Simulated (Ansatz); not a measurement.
Sn2, a search for lower mean-field states

Run with Ansatz 0.2.0, Python API.

`sn2_states.py`:
```python
"""Does a wider search find a lower mean-field state of Sn2?"""

import ansatz
import numpy as np

BASIS_SET = "def2-TZVP"
XC = "HF"


def main() -> None:
    molecule = (
        ansatz.Crystal.molecule()
        .atom("Sn", (0.0, 0.0, 0.0))
        .atom("Sn", (0.0, 0.0, 2.7))
    )
    symbols = [site.symbol for site in molecule.cartesian_sites]

    start = np.array([site.position_ang for site in molecule.cartesian_sites])
    for factor in [1.0, 1.5]:
        xyz = (start - start.mean(axis=0)) * factor
        scaled = ansatz.Crystal.molecule()
        for symbol, place in zip(symbols, xyz):
            scaled = scaled.atom(symbol, place.tolist())
        calculation = (
            scaled.calculation()
            .basis(gaussian=BASIS_SET)
            .functional(XC)
            .spin("collinear", total=2)  # spin-polarised run
        )
        for search in ("off", "standard"):
            try:
                summary = calculation.scf(lower_state_search=search).run(threads=1).report
            except ansatz.AnsatzError as error:
                print(f"x{factor} search {search}: {type(error).__name__}")
                continue
            state = summary["mean_field"]["state"]
            print(f"all distances x{factor}, search {search:8s} E = {summary['free_energy_ev']:.5f} eV  <S^2> = {abs(state['spin_squared']):.3f}  other states met: {len(summary['mean_field']['others'])}")


if __name__ == "__main__":
    main()
```

```console
$ python sn2_states.py
all distances x1.0, search off      E = -11610.93640 eV  <S^2> = 2.027  other states met: 0
all distances x1.0, search standard E = -11611.43912 eV  <S^2> = 2.013  other states met: 7
all distances x1.5, search off      E = -11610.34285 eV  <S^2> = 2.819  other states met: 0
all distances x1.5, search standard E = -11610.46392 eV  <S^2> = 3.028  other states met: 14
```

What to keep in mind:
- The settings weren't tested for convergence.
- The count of other states can hold repeated and symmetry-equivalent ends of the search; scaling all distances is a test, and for more than two atoms no physical path.
- def2 sets replace the cores of elements past krypton by effective core potentials.
- The species is open-shell (spin multiplicity 3).
- The expectation value of S² is noticeably off S(S+1) in at least one run, so that state is spin-contaminated.
- The spin state was assumed, and another may lie lower.
- The whole script took 48 s on 1 thread of Arm Neoverse V2 (shared host), peak memory 0.38 GiB.

(Lines on the test bed's own set-up are left out of the output.)
